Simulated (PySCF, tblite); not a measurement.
**C4H11GePS: geometry, infrared bands and NMR shifts**

Wanted: the infrared bands and NMR shifts of C4H11GePS (`C=CC[CH2][Ge@@H]([PH2])[SH]`), by calculation.

The runs use tblite 0.8.0 and PySCF 2.14.0, with density-fitted response routines of our own; the level of theory stands in each step. All values are computed, except where a source is named. Atoms are numbered from 0 throughout.

## (1) Starting geometry

18 atoms, charge 0, multiplicity 1; geometry from: force field or distance geometry start.

Bonds of the start (Å): C0–C1 1.33, C1–C2 1.52, C2–C3 1.52, C3–Ge4 1.96, Ge4–P5 2.29, Ge4–S6 2.21, C0–H7 1.09, C0–H8 1.09, C1–H9 1.07, C2–H10 1.11, C2–H11 1.11, C3–H12 1.12, C3–H13 1.10, Ge4–H14 1.54, P5–H15 1.46, P5–H16 1.46, S6–H17 1.40.

## (2) Relaxing the molecule with GFN2-xTB

What the job is given:

```
{"job": {"kind": "relax", "xc": "GFN2-xTB", "basis": "xTB"}, "charge": 0, "multiplicity": 1}
C     -3.178000    -0.281300    -0.166900
C     -2.296900     0.649900    -0.539200
C     -0.866800     0.613700    -0.021500
C     -0.089500    -0.527300    -0.659500
Ge     1.751500    -0.542400     0.000200
P      2.779900     1.417000    -0.576800
S      1.778000    -0.777600     2.196800
H     -4.199100    -0.217900    -0.531400
H     -2.907800    -1.092900     0.502900
H     -2.607800     1.455000    -1.177100
H     -0.390800     1.577300    -0.292600
H     -0.881300     0.521700     1.084700
H     -0.557500    -1.507000    -0.375500
H     -0.072000    -0.430900    -1.759500
H      2.509800    -1.715100    -0.655800
H      2.090800     2.188800     0.457500
H      3.947200     1.159500     0.261700
H      3.181500    -0.730800     2.240200
```

Launch:

```
$ OMP_NUM_THREADS=1 python probes_run.py task.json out
```

One launch serves the whole session: the jobs run in the order shown.

What it wrote:

```text
step      E/eV     max force
  0    -594.44623    1.468
  1    -594.59330    0.918
  2    -594.66305    0.835
  3    -594.68445    0.397
  4    -594.69503    0.304
  5    -594.70805    0.308
  6    -594.71302    0.195
  7    -594.71598    0.144
  8    -594.71812    0.108
  9    -594.72046    0.147
 10    -594.72244    0.109
 11    -594.72410    0.093
 12    -594.72546    0.076
 13    -594.72668    0.081
 14    -594.72783    0.089
 15    -594.72900    0.084
 16    -594.73018    0.083
 17    -594.73119    0.071
 18    -594.73193    0.062
 19    -594.73256    0.052
 20    -594.73327    0.067
 21    -594.73416    0.066
 22    -594.73516    0.073
 23    -594.73611    0.076
 24    -594.73694    0.067
 25    -594.73767    0.080
 26    -594.73823    0.062
 27    -594.73865    0.040
 28    -594.73903    0.043
 29    -594.73952    0.064
 30    -594.74014    0.072
 31    -594.74077    0.065
 32    -594.74128    0.057
 33    -594.74170    0.058
 34    -594.74223    0.054
 35    -594.74302    0.079
 36    -594.74414    0.092
 37    -594.74540    0.085
 38    -594.74656    0.084
 39    -594.74745    0.072
 40    -594.74818    0.076
 41    -594.74889    0.067
 42    -594.74975    0.099
 43    -594.75108    0.156
 44    -594.75337    0.225
 45    -594.75652    0.266
 46    -594.75731    0.278
 47    -594.76080    0.187
 48    -594.76259    0.065
 49    -594.76345    0.070
 50    -594.76463    0.076
 51    -594.76544    0.079
 52    -594.76708    0.094
 53    -594.76844    0.085
 54    -594.76993    0.097
 55    -594.77145    0.117
 56    -594.77303    0.116
 57    -594.77420    0.092
 58    -594.77514    0.104
 59    -594.77603    0.053
 60    -594.77667    0.052
 61    -594.77720    0.074
 62    -594.77783    0.074
 63    -594.77826    0.048
 64    -594.77862    0.035
 65    -594.77893    0.036
 66    -594.77925    0.040
 67    -594.77957    0.039
 68    -594.77985    0.027
 69    -594.78005    0.035
 70    -594.78018    0.034
 71    -594.78031    0.036
 72    -594.78051    0.040
 73    -594.78074    0.030
 74    -594.78094    0.047
 75    -594.78109    0.028
 76    -594.78122    0.028
 77    -594.78138    0.025
 78    -594.78154    0.041
 79    -594.78167    0.029
 80    -594.78173    0.023
 81    -594.78178    0.015
 82    -594.78183    0.017
 83    -594.78190    0.032
 84    -594.78200    0.034
 85    -594.78213    0.028
 86    -594.78225    0.029
 87    -594.78237    0.028
 88    -594.78250    0.033
 89    -594.78265    0.033
 90    -594.78285    0.035
 91    -594.78310    0.041
 92    -594.78338    0.039
 93    -594.78363    0.031
 94    -594.78383    0.028
 95    -594.78397    0.028
 96    -594.78409    0.028
 97    -594.78419    0.025
 98    -594.78427    0.019
 99    -594.78432    0.015
100    -594.78437    0.014
101    -594.78443    0.019
102    -594.78450    0.022
103    -594.78458    0.020
104    -594.78464    0.025
105    -594.78469    0.027
106    -594.78477    0.025
107    -594.78491    0.023
108    -594.78504    0.021
109    -594.78511    0.014
110    -594.78516    0.016
111    -594.78521    0.017
112    -594.78529    0.025
113    -594.78540    0.028
114    -594.78550    0.026
115    -594.78555    0.022
116    -594.78559    0.020
117    -594.78564    0.017
118    -594.78571    0.023
119    -594.78580    0.022
120    -594.78587    0.021
121    -594.78592    0.021
122    -594.78597    0.019
123    -594.78602    0.021
124    -594.78607    0.018
125    -594.78612    0.021
126    -594.78617    0.021
127    -594.78621    0.017
128    -594.78627    0.017
129    -594.78632    0.013
130    -594.78636    0.017
131    -594.78640    0.020
132    -594.78646    0.022
133    -594.78655    0.032
134    -594.78666    0.032
135    -594.78675    0.023
136    -594.78680    0.019
137    -594.78685    0.020
138    -594.78691    0.027
139    -594.78702    0.030
140    -594.78716    0.027
141    -594.78727    0.023
142    -594.78734    0.018
143    -594.78740    0.019
144    -594.78748    0.021
145    -594.78757    0.027
146    -594.78767    0.025
147    -594.78776    0.023
148    -594.78784    0.019
149    -594.78791    0.021
150    -594.78797    0.024
151    -594.78804    0.019
152    -594.78811    0.018
153    -594.78815    0.016
154    -594.78818    0.013
155    -594.78821    0.012
156    -594.78824    0.016
157    -594.78827    0.019
158    -594.78830    0.015
159    -594.78832    0.018
160    -594.78835    0.019
161    -594.78840    0.025
162    -594.78844    0.024
163    -594.78847    0.016
164    -594.78849    0.014
165    -594.78852    0.014
166    -594.78854    0.017
167    -594.78858    0.017
168    -594.78863    0.023
169    -594.78868    0.021
170    -594.78872    0.019
171    -594.78876    0.018
172    -594.78881    0.017
173    -594.78886    0.022
174    -594.78893    0.020
175    -594.78901    0.022
176    -594.78909    0.018
177    -594.78914    0.043
178    -594.78921    0.026
179    -594.78931    0.019
180    -594.78943    0.023
181    -594.78952    0.022
182    -594.78961    0.018
183    -594.78966    0.016
184    -594.78970    0.014
185    -594.78974    0.014
186    -594.78978    0.012
187    -594.78981    0.013
188    -594.78983    0.013
189    -594.78985    0.008
```

Wall time 2.7 s (1 thread of Arm Neoverse N1, shared host); peak memory 0.18 GiB.

Relaxation path: (not every step is listed)

```tsv
step	energy from step 0 (eV)	largest force (eV/Å)
0	0.0000	1.4677
1	-0.1471	0.9178
2	-0.2168	0.8350
3	-0.2382	0.3967
4	-0.2488	0.3035
5	-0.2618	0.3078
6	-0.2668	0.1954
7	-0.2697	0.1439
8	-0.2719	0.1083
25	-0.2914	0.0798
42	-0.3035	0.0995
59	-0.3298	0.0535
76	-0.3350	0.0284
93	-0.3374	0.0310
110	-0.3389	0.0159
127	-0.3400	0.0171
144	-0.3412	0.0211
161	-0.3422	0.0255
178	-0.3430	0.0263
184	-0.3435	0.0144
185	-0.3435	0.0136
186	-0.3435	0.0116
187	-0.3436	0.0132
188	-0.3436	0.0132
189	-0.3436	0.0077
```

Distances of close pairs at the start and the end, largest changes first:

```tsv
bond	before (Å)	after (Å)	change (Å)
S6–H17	1.405	1.326	-0.079
P5–H15	1.463	1.388	-0.075
P5–H16	1.460	1.389	-0.071
Ge4–P5	2.287	2.336	+0.049
C3–Ge4	1.956	1.997	+0.041
Ge4–S6	2.209	2.250	+0.041
C3–H12	1.122	1.090	-0.032
C1–C2	1.521	1.495	-0.026
```

The end geometry stands in the next job.

## (3) Harmonic vibrations with GFN2-xTB

What the job is given:

```
{"job": {"kind": "ir", "xc": "GFN2-xTB", "basis": "xTB"}, "charge": 0, "multiplicity": 1}
C     -3.343658     0.094225     0.089410
C     -2.290067     0.361726    -0.658181
C     -0.892032     0.471830    -0.140146
C      0.004960    -0.602770    -0.753202
Ge     1.881780    -0.448547    -0.088986
P      2.680541     1.732126    -0.336425
S      1.861441    -1.164783     2.043782
H     -4.333558     0.010406    -0.325790
H     -3.259195    -0.049666     1.154250
H     -2.395840     0.497090    -1.727274
H     -0.487200     1.459149    -0.395189
H     -0.893138     0.372256     0.948527
H     -0.384487    -1.592133    -0.511630
H      0.015184    -0.508281    -1.839987
H      2.783475    -1.432296    -0.857485
H      2.022024     2.158698     0.808035
H      3.847753     1.469421     0.369977
H      3.173257    -1.068788     2.208657
```

What it wrote:

```text
mode    cm-1     km/mol
  1      20.4      0.16
  2      49.1      0.10
  3      68.7      5.42
  4      74.1      0.39
  5     101.4      6.29
  6     112.7     22.45
  7     117.1     26.56
  8     147.9      1.62
  9     196.6      8.22
 10     263.3      3.72
 11     333.5      8.63
 12     364.3     42.60
 13     425.2      0.71
 14     536.5     55.72
 15     574.2    124.24
 16     611.2    143.14
 17     656.7      3.84
 18     675.8     28.58
 19     688.8     27.77
 20     719.5     36.13
 21     733.5    135.43
 22     891.7      6.36
 23     901.1     21.09
 24     946.8      7.59
 25    1021.3     15.82
 26    1048.4     14.51
 27    1062.0      6.47
 28    1122.9      8.16
 29    1162.6      7.71
 30    1191.5      5.95
 31    1253.8      0.34
 32    1283.4      2.54
 33    1320.7      5.68
 34    1415.7      3.10
 35    1450.4      0.65
 36    1468.5      0.10
 37    1719.6     32.26
 38    1724.9    477.96
 39    2261.1     83.59
 40    2327.6    118.48
 41    2434.0    102.27
 42    2904.7     47.03
 43    2958.4     10.58
 44    2963.8     65.84
 45    2974.3     18.68
 46    3050.9     41.81
 47    3099.3     21.62
 48    3125.6     60.20
```

Wall time 1.4 s (1 thread of Arm Neoverse N1, shared host); peak memory 0.18 GiB.

Which atoms move in the most intense modes:

```tsv
cm⁻¹	km/mol	atoms
574	124.2	H14 52 %, H15 14 %, C3 12 %
611	143.1	H14 55 %
734	135.4	H15 62 %, H14 20 %
1725	478.0	H14 97 %
2261	83.6	H16 62 %, H15 35 %
2328	118.5	H15 62 %, H16 35 %
2434	102.3	H17 97 %
2964	65.8	H11 56 %, H13 34 %
```

## (4) Shielding tensors: PBE0/pcSseg-1

The job, as its differences from that of step 3:

```diff
@@ -1,2 +1,2 @@
-{"job": {"kind": "ir", "xc": "GFN2-xTB", "basis": "xTB"}, "charge": 0, "multiplicity": 1}
+{"job": {"kind": "nmr", "xc": "PBE0", "basis": "pcSseg-1"}, "charge": 0, "multiplicity": 1}
 C     -3.343658     0.094225     0.089410
```

Method: GIAO PBE0/pcSseg-1 NMR shielding, non-relativistic, gas phase.

What it wrote:

```text
coarse grid: 68056 points
cycle   1  E = -2974.5109304595  dE = -1.845e-01  |g| = 9.479e-01  |ddm| = 3.849e+00
cycle   2  E = -2974.4623608038  dE =  4.857e-02  |g| = 1.037e+00  |ddm| = 1.301e+00
cycle   3  E = -2974.6020415411  dE = -1.397e-01  |g| = 1.047e-01  |ddm| = 8.641e-01
cycle   4  E = -2974.6041219316  dE = -2.080e-03  |g| = 3.639e-02  |ddm| = 1.510e-01
cycle   5  E = -2974.6044934188  dE = -3.715e-04  |g| = 9.847e-03  |ddm| = 4.367e-02
cycle   6  E = -2974.6045156996  dE = -2.228e-05  |g| = 3.381e-03  |ddm| = 1.073e-02
cycle   7  E = -2974.6045188293  dE = -3.130e-06  |g| = 6.152e-04  |ddm| = 3.683e-03
final grid: 140640 points
cycle   8  E = -2974.6044822142  dE = -3.116e-08  |g| = 7.202e-04  |ddm| = 2.377e-03
cycle   9  E = -2974.6044821063  dE =  1.079e-07  |g| = 9.577e-04  |ddm| = 1.570e-03
cycle  10  E = -2974.6044823419  dE = -2.356e-07  |g| = 1.595e-04  |ddm| = 9.227e-04
cycle  11  E = -2974.6044823483  dE = -6.471e-09  |g| = 1.077e-05  |ddm| = 1.313e-04
cycle  12  E = -2974.6044823484  dE = -2.092e-11  |g| = 3.326e-06  |ddm| = 1.351e-05
converged SCF energy = -2974.6044823484

GIAO shielding tensors (ppm)
atom      isotropic    diamagn.    paramagn.     s11        s22        s33       span
  0 C       65.579     252.857    -187.278    -45.127     84.692    157.172    202.299
  1 C       37.941     255.711    -217.770    -85.391     47.438    151.776    237.167
  2 C      151.652     249.048     -97.395    139.391    144.165    171.401     32.010
  3 C      162.557     252.693     -90.136    153.765    159.326    174.581     20.816
  4 Ge    1327.614    2758.089   -1430.475   1171.794   1383.941   1427.106    255.312
  5 P      567.032     967.028    -399.996    534.555    564.265    602.276     67.721
  6 S      699.979    1058.152    -358.173    591.246    701.166    807.527    216.281
  7 H       26.460      27.347      -0.887     23.580     25.178     30.621      7.041
  8 H       26.291      31.610      -5.319     22.793     25.218     30.861      8.068
  9 H       25.613      30.448      -4.836     22.793     24.701     29.343      6.550
 10 H       29.585      32.928      -3.343     23.455     32.082     33.218      9.763
 11 H       29.575      34.264      -4.689     23.958     30.994     33.773      9.815
 12 H       30.519      32.907      -2.388     25.889     29.512     36.156     10.267
 13 H       30.481      32.759      -2.278     25.437     29.144     36.862     11.424
 14 H       25.896      29.502      -3.607     19.145     21.013     37.528     18.383
 15 H       30.149      30.008       0.141     25.150     28.659     36.638     11.489
 16 H       30.300      29.799       0.501     24.921     27.736     38.242     13.320
 17 H       31.638      30.381       1.257     23.014     28.411     43.489     20.474
```

Run time: 98 s. Hardware: 1 thread of Arm Neoverse N1, shared host; peak memory 0.92 GiB.

The references, computed at this level on geometries of the same kind, shield at (ppm): ¹H TMS 31.72, ¹³C TMS 186.9, ³¹P H3PO4 318.4, ³³S CS2 504, ⁷³Ge GeMe4 1331. Their shielding less the atom's gives the shift. The references are single molecules in the gas phase, so shifts against H2O, NH3, PH3, H3PO4 or CFCl3 are not on the usual liquid scales and can be off by tens of ppm. Atoms listed in one row are averaged.

```tsv
atoms	environment	σ (ppm)	δ (ppm)
C1	alkene CH	37.9	149.0
C0	terminal =CH2 carbon	65.6	121.3
C2	allylic sp3 CH2	151.7	35.3
C3	sp3 CH2 bonded to Ge	162.6	24.4
H9	hydrogen on an alkene CH	25.61	6.10
H14	hydrogen on a germanium bonded to C, P, S	25.90	5.82
H8	hydrogen on a terminal =CH2 carbon	26.29	5.43
H7	hydrogen on a terminal =CH2 carbon	26.46	5.26
H11	hydrogen on an allylic sp3 CH2	29.57	2.14
H10	hydrogen on an allylic sp3 CH2	29.58	2.13
H15, H16	hydrogen on a phosphorus bonded to Ge	30.22	1.49
H13	hydrogen on an sp3 CH2 bonded to Ge	30.48	1.24
H12	hydrogen on an sp3 CH2 bonded to Ge	30.52	1.20
H17	hydrogen on a sulfur bonded to Ge	31.64	0.08
Ge4	germanium bonded to C, P, S, H	1328	3
P5	phosphorus bonded to Ge, 2 H	567.0	-248.7
S6	sulfur bonded to Ge, H	700	-196
```

Charges from the same density, by scheme (e):

```tsv
atoms	Mulliken	IAO	Hirshfeld	ESP fit
C0	-0.15	-0.32	-0.11	-0.44
C1	-0.22	-0.13	-0.04	-0.31
C2	-0.20	-0.25	-0.07	0.22
C3	-0.48	-0.48	-0.14	0.03
Ge4	0.17	0.55	0.30	0.11
P5	-0.06	-0.09	-0.02	-0.27
S6	-0.29	-0.32	-0.17	-0.40
```

Mayer bond orders: C0–C1 2.00, C1–C2 1.04, C2–C3 0.99, C3–Ge4 0.97, Ge4–P5 1.02, Ge4–S6 1.04.

Orbitals, density, ELF and potential are computed afterwards from the orbital file.

Frontier orbitals at PBE0/pcSseg-1, with the share of their density that lies nearest to each atom:

```tsv
orbital	energy (eV)	lies on
HOMO	-7.01	S6 58 %; P5 21 %; H17 7 %
LUMO	-0.32	Ge4 26 %; P5 25 %; S6 21 %
```

ELF in a plane through or near 6 of the atoms.

Values, 10 rows by 14 columns:
```
0.00 0.00 0.00 0.00 0.00 0.01 0.00 0.00 0.00 0.00 0.00 0.00 0.00 0.00
0.00 0.00 0.00 0.02 0.45 0.76 0.20 0.00 0.00 0.00 0.00 0.00 0.00 0.00
0.00 0.00 0.00 0.43 0.68 0.93 0.37 0.00 0.00 0.00 0.01 0.00 0.00 0.00
0.00 0.00 0.01 0.83 0.62 0.78 0.10 0.01 0.01 0.13 0.30 0.10 0.01 0.00
0.00 0.00 0.00 0.02 0.28 0.35 0.17 0.19 0.25 0.43 0.45 0.97 0.78 0.00
0.00 0.00 0.21 0.49 0.41 0.41 0.09 0.49 0.43 0.32 0.63 0.98 0.84 0.00
0.00 0.00 0.94 1.00 0.22 0.59 0.02 0.99 0.61 0.55 0.41 0.09 0.01 0.00
0.00 0.00 0.23 0.72 0.10 0.70 0.02 0.95 0.24 0.05 0.07 0.00 0.00 0.00
0.00 0.00 0.01 0.38 0.92 0.82 0.04 0.00 0.00 0.00 0.00 0.00 0.00 0.00
0.00 0.00 0.00 0.01 0.28 0.11 0.00 0.00 0.00 0.00 0.00 0.00 0.00 0.00
```
The map spans 13.9 Å across and 9.1 Å up, centred on the molecule. Atoms in the plane (x, y in Å): C0 (3.3, 0.2), C2 (0.9, -0.3), P5 (-2.6, -1.8), H7 (4.3, 0.2), H10 (0.5, -1.4), H16 (-3.9, -1.3).

On the surface of density 0.002 e/bohr³ the electrostatic potential runs, from the 1st to the 99th percentile, from -0.90 V near S6 to 1.23 V near H17.

## (5) Outcome

| quantity | value |
| --- | --- |
| strongest single infrared mode (GFN2-xTB) | 1725 cm⁻¹, 478 km/mol |
| zero-point energy (GFN2-xTB) | 80.8 kcal/mol |
| ¹³C shifts against TMS (PBE0/pcSseg-1) | 149.0, 121.3, 35.3, 24.4 ppm |
| ¹H shifts against TMS (PBE0/pcSseg-1, means over atoms taken as alike) | 6.10, 5.82, 5.43, 5.26, 2.14, 2.13, 1.49, 1.24, 1.20, 0.08 ppm |
| ⁷³Ge shifts against GeMe4 (PBE0/pcSseg-1) | 3 ppm |
| ³¹P shifts against H3PO4 (PBE0/pcSseg-1) | -248.7 ppm |
| ³³S shifts against CS2 (PBE0/pcSseg-1) | -196 ppm |
| surface potential, 1st and 99th percentile | -0.90 V and 1.23 V |

In words: Over 189 steps the energy fell by 0.344 eV; of the close pairs, S6–H17 changed most, 1.405 to 1.326 Å. All 48 modes are real, so the xTB geometry is a minimum. The strongest single mode, at 1725 cm⁻¹, moves mainly H14. Unscaled tight-binding wavenumbers are off by several per cent, some by more. Its intensities can rank the bands wrongly. C1 (alkene CH) lies farthest downfield among carbon, at 149.0 ppm; an sp2 carbon of a C=C bond. H9 (hydrogen on an alkene CH) lies farthest downfield among hydrogen, at 6.10 ppm; olefinic region. At PBE0/pcSseg-1: The largest span, 255 ppm, is at Ge4, where the paramagnetic term is -1430 ppm. By nearest atom (PBE0/pcSseg-1), the HOMO sits on S6 58 %; P5 21 % and the LUMO on Ge4 26 %; P5 25 %. Spin-orbit coupling is left out, which matters for shieldings and couplings at and beside the heavy atoms.
